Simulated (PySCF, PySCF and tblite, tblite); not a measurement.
# C6H8N2: conformers and averaged spectra

Aim: find the conformers of C6H8N2 (`[H]/N=C\C(C)=C\CC#N`), weigh them, and average their properties.

Programs: PySCF 2.14.0 with density-fitted response routines of our own, and tblite 0.8.0. All values are computed, except where a source is named. Atoms count from 0 throughout.

## 1. The molecule as given

16 atoms, charge 0, multiplicity 1; geometry from: MMFF94s geometry.

Bonds of the start (Å): C0–C1 1.49, C0–H10 1.08, C0–H8 1.10, C0–H9 1.10, C1–C2 1.49, C1–C4 1.36, C2–H11 1.10, C2–N3 1.30, C4–C5 1.51, C4–H13 1.08, C5–C6 1.48, C5–H14 1.09, C5–H15 1.08, C6–N7 1.17, N3–H12 1.01.

## 2. GFN2-xTB relaxation, conformer 1

Job settings and geometry (Å):

```
{"job": {"xc": "GFN2-xTB", "basis": "xTB", "kind": "relax"}, "charge": 0, "multiplicity": 1}
C     -0.901400     0.164900    -1.298400
C     -0.588000     0.120800     0.152700
C     -1.584400     0.655700     1.121000
N     -2.759300     1.132300     0.814300
C      0.546300    -0.362300     0.726800
C      1.715900    -0.990600     0.013000
C      2.895100    -0.102400     0.067300
N      3.832400     0.590100     0.118200
H     -1.152400     1.188700    -1.596000
H     -1.771300    -0.477800    -1.513800
H     -0.086000    -0.155200    -1.936400
H     -1.312100     0.648600     2.186000
H     -2.950000     1.094000    -0.171800
H      0.666500    -0.326600     1.801500
H      1.948800    -1.930300     0.515800
H      1.492100    -1.241000    -1.011500
```

Command:

```
> OMP_NUM_THREADS=1 python ens_run.py task.json out
```

This one command runs the whole study; its stages follow in the order run.

What it wrote:

```text
step      E/eV     max force
  0    -616.74760    3.050
  1    -616.68044    8.146
  2    -616.85198    2.848
  3    -616.86352    2.467
  4    -616.92203    0.264
  5    -616.92881    0.204
  6    -616.93729    0.370
  7    -616.94056    0.207
  8    -616.94195    0.087
  9    -616.94295    0.106
 10    -616.94383    0.088
 11    -616.94422    0.063
 12    -616.94463    0.054
 13    -616.94499    0.060
 14    -616.94528    0.051
 15    -616.94547    0.034
 16    -616.94547    0.034
 17    -616.94556    0.030
 18    -616.94575    0.066
 19    -616.94577    0.115
 20    -616.94586    0.057
 21    -616.94594    0.036
 22    -616.94606    0.051
 23    -616.94614    0.031
 24    -616.94622    0.023
 25    -616.94633    0.035
 26    -616.94643    0.043
 27    -616.94653    0.036
 28    -616.94662    0.025
 29    -616.94668    0.028
 30    -616.94672    0.016
 31    -616.94675    0.011
 32    -616.94676    0.010
 33    -616.94678    0.012
 34    -616.94679    0.011
 35    -616.94682    0.015
 36    -616.94685    0.015
 37    -616.94689    0.017
 38    -616.94692    0.019
 39    -616.94695    0.020
 40    -616.94700    0.015
 41    -616.94703    0.012
 42    -616.94706    0.013
 43    -616.94707    0.013
 44    -616.94708    0.012
 45    -616.94710    0.009
 46    -616.94711    0.008
 47    -616.94713    0.009
 48    -616.94713    0.008
 49    -616.94714    0.008
 50    -616.94716    0.011
 51    -616.94718    0.012
 52    -616.94720    0.010
 53    -616.94722    0.010
 54    -616.94724    0.011
 55    -616.94726    0.013
 56    -616.94728    0.011
 57    -616.94730    0.010
 58    -616.94731    0.011
 59    -616.94734    0.012
 60    -616.94736    0.013
 61    -616.94738    0.008
 62    -616.94739    0.010
 63    -616.94741    0.010
 64    -616.94744    0.014
 65    -616.94747    0.017
 66    -616.94751    0.014
 67    -616.94754    0.013
 68    -616.94757    0.017
 69    -616.94762    0.022
 70    -616.94770    0.027
 71    -616.94779    0.028
 72    -616.94790    0.028
 73    -616.94803    0.033
 74    -616.94824    0.053
 75    -616.94853    0.070
 76    -616.94868    0.131
 77    -616.94908    0.138
 78    -616.94937    0.091
 79    -616.94959    0.087
 80    -616.94996    0.177
 81    -616.95030    0.040
 82    -616.95068    0.115
 83    -616.95123    0.060
 84    -616.95164    0.084
 85    -616.95198    0.178
 86    -616.95166    0.371
 87    -616.95256    0.071
 88    -616.95283    0.077
 89    -616.95316    0.041
 90    -616.95344    0.159
 91    -616.95375    0.135
 92    -616.95406    0.088
 93    -616.95434    0.121
 94    -616.95471    0.052
 95    -616.95513    0.075
 96    -616.95573    0.057
 97    -616.95625    0.053
 98    -616.95652    0.150
 99    -616.95695    0.164
100    -616.95745    0.055
101    -616.95785    0.079
102    -616.95807    0.053
103    -616.95826    0.042
104    -616.95842    0.043
105    -616.95862    0.039
106    -616.95882    0.146
107    -616.95904    0.066
108    -616.95935    0.057
109    -616.95971    0.044
110    -616.95998    0.036
111    -616.96028    0.034
112    -616.96048    0.032
113    -616.96059    0.026
114    -616.96068    0.046
115    -616.96076    0.031
116    -616.96083    0.035
117    -616.96091    0.026
118    -616.96101    0.026
119    -616.96117    0.029
120    -616.96139    0.035
121    -616.96160    0.030
122    -616.96175    0.027
123    -616.96187    0.028
124    -616.96202    0.027
125    -616.96219    0.031
126    -616.96236    0.032
127    -616.96247    0.031
128    -616.96254    0.031
129    -616.96261    0.023
130    -616.96267    0.017
131    -616.96271    0.016
132    -616.96274    0.009
133    -616.96276    0.009
134    -616.96277    0.007
135    -616.96278    0.006
136    -616.96278    0.006
137    -616.96278    0.004
```

Wall time 0.61 s (1 thread of Arm Neoverse V2, shared host).

Gain 0.215 eV; displacement 0.49 Å root mean square.

**GFN2-xTB relaxation, conformer 2**

Job settings and geometry (Å):

```
{"job": {"xc": "GFN2-xTB", "basis": "xTB", "kind": "relax"}, "charge": 0, "multiplicity": 1}
C      0.888200    -0.905100     1.288000
C      0.711400     0.029100     0.115600
C      1.889000     0.919500    -0.113700
N      1.825000     2.156700    -0.518000
C     -0.328500     0.103200    -0.714100
C     -1.585400    -0.729300    -0.706500
C     -2.741800     0.095400    -0.336500
N     -3.658100     0.740200    -0.038500
H      1.214800    -0.349500     2.174300
H      1.626700    -1.667200     1.067800
H     -0.051800    -1.411200     1.560600
H      2.865000     0.470800     0.081400
H      0.850800     2.464600    -0.602500
H     -0.278400     0.812700    -1.552700
H     -1.733700    -1.139600    -1.703500
H     -1.500900    -1.581400    -0.013300
```

What it wrote:

```text
step      E/eV     max force
  0    -616.75395    2.926
  1    -616.73669    5.665
  2    -616.83543    2.445
  3    -616.84059    2.318
  4    -616.88544    0.362
  5    -616.89221    0.267
  6    -616.89953    0.270
  7    -616.90180    0.164
  8    -616.90325    0.122
  9    -616.90463    0.168
 10    -616.90579    0.115
 11    -616.90661    0.083
 12    -616.90772    0.091
 13    -616.90908    0.148
 14    -616.91037    0.125
 15    -616.91131    0.087
 16    -616.91206    0.069
 17    -616.91282    0.108
 18    -616.91351    0.099
 19    -616.91403    0.053
 20    -616.91447    0.054
 21    -616.91493    0.079
 22    -616.91540    0.090
 23    -616.91578    0.054
 24    -616.91608    0.046
 25    -616.91636    0.049
 26    -616.91668    0.073
 27    -616.91700    0.068
 28    -616.91729    0.042
 29    -616.91756    0.048
 30    -616.91789    0.062
 31    -616.91831    0.076
 32    -616.91885    0.065
 33    -616.91949    0.074
 34    -616.92018    0.101
 35    -616.92086    0.081
 36    -616.92139    0.057
 37    -616.92177    0.047
 38    -616.92208    0.048
 39    -616.92239    0.047
 40    -616.92271    0.055
 41    -616.92301    0.054
 42    -616.92327    0.049
 43    -616.92356    0.044
 44    -616.92391    0.050
 45    -616.92420    0.055
 46    -616.92442    0.032
 47    -616.92442    0.032
 48    -616.92451    0.031
 49    -616.92466    0.055
 50    -616.92470    0.110
 51    -616.92481    0.065
 52    -616.92492    0.028
 53    -616.92499    0.019
 54    -616.92503    0.016
 55    -616.92511    0.024
 56    -616.92516    0.021
 57    -616.92520    0.015
 58    -616.92522    0.015
 59    -616.92525    0.015
 60    -616.92528    0.017
 61    -616.92531    0.013
 62    -616.92533    0.011
 63    -616.92535    0.016
 64    -616.92538    0.018
 65    -616.92541    0.014
 66    -616.92543    0.012
 67    -616.92546    0.015
 68    -616.92549    0.018
 69    -616.92552    0.017
 70    -616.92555    0.011
 71    -616.92557    0.013
 72    -616.92559    0.015
 73    -616.92562    0.015
 74    -616.92565    0.016
 75    -616.92569    0.018
 76    -616.92573    0.019
 77    -616.92579    0.022
 78    -616.92585    0.019
 79    -616.92591    0.018
 80    -616.92598    0.022
 81    -616.92606    0.026
 82    -616.92613    0.022
 83    -616.92618    0.014
 84    -616.92621    0.011
 85    -616.92623    0.016
 86    -616.92626    0.022
 87    -616.92630    0.023
 88    -616.92634    0.016
 89    -616.92637    0.013
 90    -616.92641    0.019
 91    -616.92645    0.024
 92    -616.92650    0.024
 93    -616.92655    0.016
 94    -616.92658    0.016
 95    -616.92661    0.018
 96    -616.92665    0.025
 97    -616.92669    0.020
 98    -616.92672    0.015
 99    -616.92675    0.018
100    -616.92678    0.022
101    -616.92681    0.019
102    -616.92684    0.020
103    -616.92685    0.017
104    -616.92687    0.015
105    -616.92691    0.015
106    -616.92694    0.015
107    -616.92697    0.016
108    -616.92700    0.019
109    -616.92705    0.022
110    -616.92714    0.029
111    -616.92727    0.032
112    -616.92742    0.033
113    -616.92757    0.029
114    -616.92766    0.117
115    -616.92779    0.046
116    -616.92789    0.044
117    -616.92768    0.102
118    -616.92805    0.059
119    -616.92813    0.023
120    -616.92824    0.031
121    -616.92838    0.068
122    -616.92856    0.041
123    -616.92871    0.031
124    -616.92882    0.026
125    -616.92903    0.047
126    -616.92915    0.065
127    -616.92920    0.101
128    -616.92946    0.025
129    -616.92960    0.023
130    -616.93013    0.117
131    -616.93048    0.050
132    -616.93114    0.061
133    -616.92511    0.608
134    -616.93193    0.060
135    -616.93241    0.043
136    -616.92589    0.808
137    -616.93314    0.036
138    -616.93373    0.042
139    -616.92812    0.670
140    -616.93472    0.052
141    -616.93543    0.067
142    -616.92917    0.745
143    -616.93655    0.062
144    -616.93728    0.094
145    -616.93186    0.607
146    -616.93862    0.121
147    -616.93936    0.108
148    -616.93826    0.620
149    -616.94092    0.061
150    -616.94147    0.119
151    -616.94216    0.209
152    -616.94270    0.152
153    -616.94295    0.083
154    -616.94322    0.044
155    -616.94340    0.035
156    -616.94367    0.040
157    -616.94398    0.028
158    -616.94424    0.109
159    -616.94444    0.035
160    -616.94459    0.023
161    -616.94468    0.037
162    -616.94478    0.034
163    -616.94491    0.020
164    -616.94497    0.021
165    -616.94503    0.021
166    -616.94509    0.027
167    -616.94516    0.032
168    -616.94522    0.034
169    -616.94528    0.027
170    -616.94534    0.023
171    -616.94540    0.016
172    -616.94545    0.017
173    -616.94548    0.017
174    -616.94550    0.024
175    -616.94552    0.025
176    -616.94554    0.022
177    -616.94555    0.011
178    -616.94557    0.012
179    -616.94558    0.011
180    -616.94561    0.015
181    -616.94565    0.016
182    -616.94570    0.015
183    -616.94575    0.022
184    -616.94581    0.034
185    -616.94589    0.038
186    -616.94601    0.046
187    -616.94618    0.037
188    -616.94639    0.043
189    -616.94665    0.054
190    -616.94694    0.058
191    -616.94732    0.052
192    -616.94704    0.163
193    -616.94789    0.040
194    -616.94810    0.030
195    -616.94838    0.081
196    -616.94852    0.028
197    -616.94858    0.025
198    -616.94869    0.022
199    -616.94872    0.012
200    -616.94873    0.010
201    -616.94875    0.006
202    -616.94876    0.008
203    -616.94877    0.008
204    -616.94877    0.005
205    -616.94877    0.004
```

It took 0.88 s on 1 thread of Arm Neoverse V2, shared host.

The energy fell by 0.195 eV, and the atoms moved 0.59 Å (root mean square).

## 3. GFN2-xTB relaxation, conformer 3

Job settings and geometry (Å):

```
{"job": {"xc": "GFN2-xTB", "basis": "xTB", "kind": "relax"}, "charge": 0, "multiplicity": 1}
C     -0.589500     1.274900     0.786300
C     -0.657600    -0.015800     0.031200
C     -1.945500    -0.725200     0.135100
N     -2.237700    -1.911500    -0.163900
C      0.344900    -0.523200    -0.691200
C      1.700800     0.106000    -0.869000
C      2.395700     0.161400     0.396300
N      2.929500     0.196000     1.406000
H     -1.502100     1.876700     0.581400
H      0.309700     1.862400     0.521800
H     -0.556600     1.056300     1.878300
H     -2.760600    -0.133500     0.546100
H     -1.470900    -2.474900    -0.530600
H      0.208100    -1.467400    -1.202300
H      2.305000    -0.476500    -1.568900
H      1.612100     1.127500    -1.255600
```

What it wrote:

```text
step      E/eV     max force
  0    -616.91038    0.744
  1    -616.92818    0.367
  2    -616.93405    0.315
  3    -616.93278    0.823
  4    -616.93536    0.071
  5    -616.93555    0.041
  6    -616.93564    0.049
  7    -616.93568    0.017
  8    -616.93571    0.022
  9    -616.93573    0.015
 10    -616.93574    0.010
 11    -616.93575    0.011
 12    -616.93576    0.013
 13    -616.93578    0.012
 14    -616.93579    0.009
 15    -616.93580    0.007
 16    -616.93580    0.009
 17    -616.93581    0.009
 18    -616.93582    0.006
 19    -616.93582    0.005
 20    -616.93583    0.005
 21    -616.93583    0.006
 22    -616.93583    0.004
 23    -616.93583    0.004
 24    -616.93584    0.004
 25    -616.93584    0.003
```

It took 0.1 s on 1 thread of Arm Neoverse V2, shared host.

Relaxing gained 0.025 eV and moved the atoms by 0.01 Å on average (rms).

## 4. Shieldings, conformer 1: B97-2/pcSseg-1 in benzene

Job settings and geometry (Å):

```
{"job": {"xc": "B97-2", "basis": "pcSseg-1", "solvent": "benzene", "kind": "nmr", "pop": true}, "charge": 0, "multiplicity": 1}
C     -0.638517     0.325162    -1.212267
C     -0.542531     0.081954     0.263280
C     -1.659548     0.553577     1.094132
N     -2.718923     1.131732     0.737677
C      0.477922    -0.538239     0.863232
C      1.689724    -1.102091     0.169334
C      2.486079    -0.037432    -0.395169
N      3.103321     0.816191    -0.837786
H     -0.778999     1.389726    -1.400578
H     -1.495399    -0.208790    -1.625839
H      0.257836     0.010502    -1.737285
H     -1.555591     0.371686     2.161421
H     -2.807270     1.298406    -0.263965
H      0.465984    -0.648590     1.938986
H      2.310418    -1.657964     0.875922
H      1.397895    -1.776887    -0.642506
```

What it wrote:

```text
coarse grid: 13600 points
cycle   1  E = -342.6352928778  dE =  1.055e+00  |g| = 5.559e-01  |ddm| = 3.728e+00
cycle   2  E = -342.4587102438  dE =  1.766e-01  |g| = 1.054e+00  |ddm| = 1.483e+00
cycle   3  E = -342.7050056665  dE = -2.463e-01  |g| = 1.618e-01  |ddm| = 9.509e-01
cycle   4  E = -342.7108766987  dE = -5.871e-03  |g| = 5.084e-02  |ddm| = 1.569e-01
cycle   5  E = -342.7113036765  dE = -4.270e-04  |g| = 2.559e-02  |ddm| = 4.927e-02
cycle   6  E = -342.7114485992  dE = -1.449e-04  |g| = 4.891e-03  |ddm| = 2.661e-02
cycle   7  E = -342.7114539700  dE = -5.371e-06  |g| = 1.204e-03  |ddm| = 5.508e-03
final grid: 132208 points
cycle   8  E = -342.7451693976  dE = -7.998e-05  |g| = 3.421e-03  |ddm| = 4.654e-02
cycle   9  E = -342.7451662002  dE =  3.197e-06  |g| = 4.933e-03  |ddm| = 7.799e-03
cycle  10  E = -342.7451718616  dE = -5.661e-06  |g| = 1.340e-03  |ddm| = 4.909e-03
cycle  11  E = -342.7451722433  dE = -3.817e-07  |g| = 3.985e-04  |ddm| = 1.081e-03
cycle  12  E = -342.7451722691  dE = -2.577e-08  |g| = 1.983e-04  |ddm| = 3.876e-04
cycle  13  E = -342.7451722782  dE = -9.066e-09  |g| = 3.251e-05  |ddm| = 1.737e-04
cycle  14  E = -342.7451722784  dE = -2.304e-10  |g| = 8.189e-06  |ddm| = 3.209e-05
converged SCF energy = -342.7451722784

GIAO shielding tensors (ppm)
atom      isotropic    diamagn.    paramagn.     s11        s22        s33       span
  0 C      173.152     249.769     -76.616    158.515    178.756    182.187     23.672
  1 C       40.322     263.398    -223.076    -64.417     33.975    151.408    215.825
  2 C       15.028     249.258    -234.230    -89.690     25.002    109.773    199.463
  3 N      -65.007     324.889    -389.896   -366.469    -87.405    258.853    625.322
  4 C       52.522     256.024    -203.502    -46.643     56.784    147.424    194.068
  5 C      169.612     250.775     -81.162    156.726    172.051    180.059     23.334
  6 C       65.183     261.743    -196.560    -51.846    -43.788    291.182    343.028
  7 N      -15.173     340.925    -356.099   -180.678   -163.088    298.246    478.924
  8 H       29.851      32.332      -2.481     25.951     27.941     35.661      9.710
  9 H       30.055      31.346      -1.291     25.993     27.608     36.564     10.572
 10 H       29.461      33.424      -3.963     24.581     29.838     33.963      9.382
 11 H       23.780      30.244      -6.464     21.451     22.381     27.509      6.058
 12 H       21.160      36.028     -14.869     12.118     23.302     28.059     15.940
 13 H       25.679      34.126      -8.446     23.093     25.722     28.223      5.130
 14 H       28.566      26.798       1.768     23.941     26.937     34.818     10.877
 15 H       28.435      29.492      -1.057     25.237     26.616     33.453      8.217
```

Run time: 19 s. Hardware: 1 thread of Arm Neoverse V2, shared host.

Key values: HOMO -7.42 eV, LUMO -1.50 eV; dipole 3.97 D.

## 5. Single-point energy, conformer 1: PBE0/def2-SVP in benzene

The job, as its differences from that of step 4:

```diff
@@ -1,2 +1,2 @@
-{"job": {"xc": "B97-2", "basis": "pcSseg-1", "solvent": "benzene", "kind": "nmr", "pop": true}, "charge": 0, "multiplicity": 1}
+{"job": {"xc": "PBE0", "basis": "def2-SVP", "solvent": "benzene", "kind": "sp"}, "charge": 0, "multiplicity": 1}
 C     -0.638517     0.325162    -1.212267
```

What it wrote:

```text
coarse grid: 13600 points
cycle   1  E = -342.1295253314  dE =  1.044e+00  |g| = 5.345e-01  |ddm| = 4.407e+00
cycle   2  E = -341.9707192156  dE =  1.588e-01  |g| = 1.002e+00  |ddm| = 1.417e+00
cycle   3  E = -342.1970586452  dE = -2.263e-01  |g| = 1.338e-01  |ddm| = 9.167e-01
cycle   4  E = -342.2010364518  dE = -3.978e-03  |g| = 4.879e-02  |ddm| = 1.620e-01
cycle   5  E = -342.2014527507  dE = -4.163e-04  |g| = 2.326e-02  |ddm| = 5.197e-02
cycle   6  E = -342.2015765468  dE = -1.238e-04  |g| = 4.064e-03  |ddm| = 2.815e-02
cycle   7  E = -342.2015804129  dE = -3.866e-06  |g| = 1.029e-03  |ddm| = 5.664e-03
final grid: 132208 points
cycle   8  E = -342.2464265779  dE = -4.623e-05  |g| = 7.131e-03  |ddm| = 5.675e-02
cycle   9  E = -342.2464273904  dE = -8.125e-07  |g| = 7.066e-03  |ddm| = 1.602e-02
cycle  10  E = -342.2464402883  dE = -1.290e-05  |g| = 8.186e-04  |ddm| = 7.765e-03
cycle  11  E = -342.2464404272  dE = -1.389e-07  |g| = 3.643e-04  |ddm| = 1.063e-03
cycle  12  E = -342.2464404553  dE = -2.812e-08  |g| = 1.307e-04  |ddm| = 3.923e-04
cycle  13  E = -342.2464404586  dE = -3.369e-09  |g| = 5.096e-05  |ddm| = 1.295e-04
cycle  14  E = -342.2464404592  dE = -5.633e-10  |g| = 1.274e-05  |ddm| = 5.401e-05
converged SCF energy = -342.2464404592
```

It took 7.3 s on 1 thread of Arm Neoverse V2, shared host.

This run: HOMO -7.49 eV, LUMO -1.31 eV; dipole 3.77 D.

## 6. Shieldings, conformer 2: B97-2/pcSseg-1 in benzene

Job settings and geometry (Å):

```
{"job": {"xc": "B97-2", "basis": "pcSseg-1", "solvent": "benzene", "kind": "nmr", "pop": false}, "charge": 0, "multiplicity": 1}
C      0.571907    -0.770227     1.290987
C      0.660807     0.142177     0.103980
C      1.829452     1.033011     0.035158
N      1.993802     2.085240    -0.634161
C     -0.251225     0.134878    -0.872989
C     -1.457858    -0.762060    -0.887333
C     -2.424792    -0.291296     0.077035
N     -3.174298     0.099272     0.846053
H      1.345638    -0.535569     2.017299
H      0.693026    -1.810769     0.985717
H     -0.398493    -0.672606     1.775687
H      2.668629     0.741656     0.663074
H      1.197612     2.369934    -1.203528
H     -0.150598     0.801944    -1.718390
H     -1.927670    -0.769457    -1.873590
H     -1.183540    -1.787185    -0.616409
```

What it wrote:

```text
coarse grid: 13600 points
cycle   1  E = -342.6301661756  dE =  1.060e+00  |g| = 5.565e-01  |ddm| = 3.736e+00
cycle   2  E = -342.4607397294  dE =  1.694e-01  |g| = 1.042e+00  |ddm| = 1.433e+00
cycle   3  E = -342.6998266743  dE = -2.391e-01  |g| = 1.627e-01  |ddm| = 8.990e-01
cycle   4  E = -342.7057176161  dE = -5.891e-03  |g| = 5.152e-02  |ddm| = 1.517e-01
cycle   5  E = -342.7061428338  dE = -4.252e-04  |g| = 2.679e-02  |ddm| = 4.883e-02
cycle   6  E = -342.7063025488  dE = -1.597e-04  |g| = 4.579e-03  |ddm| = 2.603e-02
cycle   7  E = -342.7063073115  dE = -4.763e-06  |g| = 1.166e-03  |ddm| = 5.199e-03
final grid: 132208 points
cycle   8  E = -342.7393375733  dE = -7.001e-05  |g| = 3.081e-03  |ddm| = 3.765e-02
cycle   9  E = -342.7393357188  dE =  1.854e-06  |g| = 4.212e-03  |ddm| = 6.171e-03
cycle  10  E = -342.7393393615  dE = -3.643e-06  |g| = 1.352e-03  |ddm| = 3.782e-03
cycle  11  E = -342.7393397413  dE = -3.797e-07  |g| = 3.088e-04  |ddm| = 9.605e-04
cycle  12  E = -342.7393397603  dE = -1.906e-08  |g| = 1.140e-04  |ddm| = 3.006e-04
cycle  13  E = -342.7393397632  dE = -2.886e-09  |g| = 3.746e-05  |ddm| = 1.175e-04
cycle  14  E = -342.7393397635  dE = -3.305e-10  |g| = 6.445e-06  |ddm| = 3.324e-05
converged SCF energy = -342.7393397635

GIAO shielding tensors (ppm)
atom      isotropic    diamagn.    paramagn.     s11        s22        s33       span
  0 C      168.892     249.358     -80.467    157.881    164.752    184.041     26.160
  1 C       42.139     264.395    -222.256    -70.749     44.426    152.740    223.489
  2 C       15.043     249.084    -234.041    -92.486     28.163    109.453    201.939
  3 N      -66.955     326.388    -393.343   -377.936    -82.601    259.672    637.608
  4 C       61.348     257.393    -196.045    -41.961     63.272    162.732    204.693
  5 C      169.410     250.473     -81.062    155.353    172.861    180.018     24.665
  6 C       66.243     261.820    -195.576    -50.054    -42.862    291.646    341.700
  7 N      -13.587     340.949    -354.536   -182.072   -162.841    304.151    486.224
  8 H       29.803      30.876      -1.074     26.079     27.923     35.407      9.329
  9 H       29.804      30.614      -0.810     25.726     28.021     35.664      9.937
 10 H       29.395      32.294      -2.899     24.485     29.559     34.141      9.656
 11 H       23.782      29.340      -5.558     21.250     22.596     27.499      6.249
 12 H       20.515      37.111     -16.596     11.390     23.050     27.105     15.716
 13 H       25.543      35.654     -10.111     22.691     25.541     28.397      5.706
 14 H       28.484      27.369       1.115     23.920     26.773     34.760     10.840
 15 H       28.656      29.770      -1.114     25.428     26.980     33.562      8.134
```

Run time: 17 s. Hardware: 1 thread of Arm Neoverse V2, shared host.

This run: HOMO -7.28 eV, LUMO -1.65 eV; dipole 4.06 D.

[end of part 1 of 3]
